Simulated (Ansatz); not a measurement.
# CH3FOSSi: a ladder of functionals and wavefunction methods

The task here is to estimate one member of a computed series from the others.

Program: Ansatz 0.2.0, Gaussian basis. Level of theory: functionals in def2-TZVPP, the program's frozen cores in correlated methods. These are calculated values, not measurements.

Plan: LDA (SPW92), PBE-D4, revPBE-D4, BLYP-D4, r2SCAN-D4, B97M-V, PBE0-D4, B3LYP-D4, r2SCANh-D4, r2SCAN0-D4, HSE06-D4, BHLYP-D4, CAM-B3LYP-D4, LC-ωPBE, ωB97X-V, ωB97M-V, B2PLYP, PBE-QIDH; CCSD(T)/def2-SVP; CCSD(T)/def2-TZVPP; MP2/def2-QZVPP; extrapolation to the limit; RPA on PBE.

**Structure used throughout**

An earlier PBE0-D4 in a triple-zeta def2 set relaxation fixed the geometry.

8 atoms, charge 0, spin multiplicity 1.

Atoms are counted from 1 here; the program's logs count them from 0.

Bond lengths: O1–Si2 1.627 Å, O1–H6 0.961 Å, Si2–S3 2.084 Å, Si2–C4 1.845 Å, Si2–H7 1.471 Å, S3–C4 1.860 Å, C4–F5 1.373 Å, C4–H8 1.086 Å. Angles: Si2–O1–H6 117.1°, O1–Si2–S3 122.1°, O1–Si2–C4 119.8°, O1–Si2–H7 107.1°, S3–Si2–C4 56.1°, S3–Si2–H7 120.6°, C4–Si2–H7 124.0°, Si2–S3–C4 55.4°, Si2–C4–S3 68.5°, Si2–C4–F5 117.7°, Si2–C4–H8 127.2°, S3–C4–F5 113.9°, S3–C4–H8 112.5°, F5–C4–H8 109.6°.

The first run:

The input, in.yaml:

```yaml
crystal:
  periodic: [false, false, false]
  atoms:
    - {symbol: O, position_ang: [-0.009837, 1.755663, 0.726824]}
    - {symbol: Si, position_ang: [0.695086, 0.412890, 0.137204]}
    - {symbol: S, position_ang: [0.394520, -1.463324, 0.993564]}
    - {symbol: C, position_ang: [-0.342191, -0.910907, -0.622189]}
    - {symbol: F, position_ang: [-1.705592, -0.752971, -0.585957]}
    - {symbol: H, position_ang: [-0.889134, 1.660468, 1.101665]}
    - {symbol: H, position_ang: [2.022523, 0.805240, -0.359677]}
    - {symbol: H, position_ang: [-0.073176, -1.564158, -1.447234]}
basis:
  gaussian: {orbitals: def2-TZVPP}
hamiltonian: {xc: lda}
output: {orbitals: {seedname: orbitals}}
```

Command:

```bash
> ansatz run in.yaml --threads 2 --pin off --events-out ev --progress --plain --max-ram 4352MiB
```

Among the steps run: LDA; PBE-D4 (GGA); revPBE-D4 (GGA); BLYP-D4 (GGA); r2SCAN-D4 (meta-GGA); B97M-V (meta-GGA); B3LYP-D4 (hybrid); r2SCANh-D4 (hybrid); r2SCAN0-D4 (hybrid); HSE06-D4 (hybrid); BHLYP-D4 (hybrid); CAM-B3LYP-D4 (range-separated); LC-ωPBE (range-separated); ωB97X-V (range-separated); ωB97M-V (range-separated); B2PLYP (double hybrid); PBE-QIDH (double hybrid).

One table of the session follows, with a row left open; its other results are not shown here.

It belongs to the step «Frontier levels by functional». 

| functional | HOMO (eV) | gap (eV) |
| --- | --- | --- |
| LDA (SPW92) | ? | ? |
| PBE-D4 | -6.28 | 5.25 |
| revPBE-D4 | -6.22 | 5.29 |
| BLYP-D4 | -6.14 | 5.21 |
| r2SCAN-D4 | -6.55 | 5.87 |
| B97M-V | -6.62 | 5.87 |
| PBE0-D4 | -7.55 | 7.44 |
| B3LYP-D4 | -7.32 | 6.95 |
| r2SCANh-D4 | -7.02 | 6.67 |
| r2SCAN0-D4 | -7.73 | 7.85 |
| HSE06-D4 | -7.15 | 6.66 |
| BHLYP-D4 | -8.68 | 9.47 |
| CAM-B3LYP-D4 | -8.88 | 9.76 |
| LC-ωPBE | -10.22 | 12.33 |
| ωB97X-V | -9.86 | 11.84 |
| ωB97M-V | -9.71 | 11.37 |

Estimate the missing values for LDA (SPW92).

The run gave: HOMO (eV): -6.43; gap (eV): 5.16. In the column «HOMO (eV)» it lies between r2SCAN-D4 (-6.55) and PBE-D4 (-6.28).
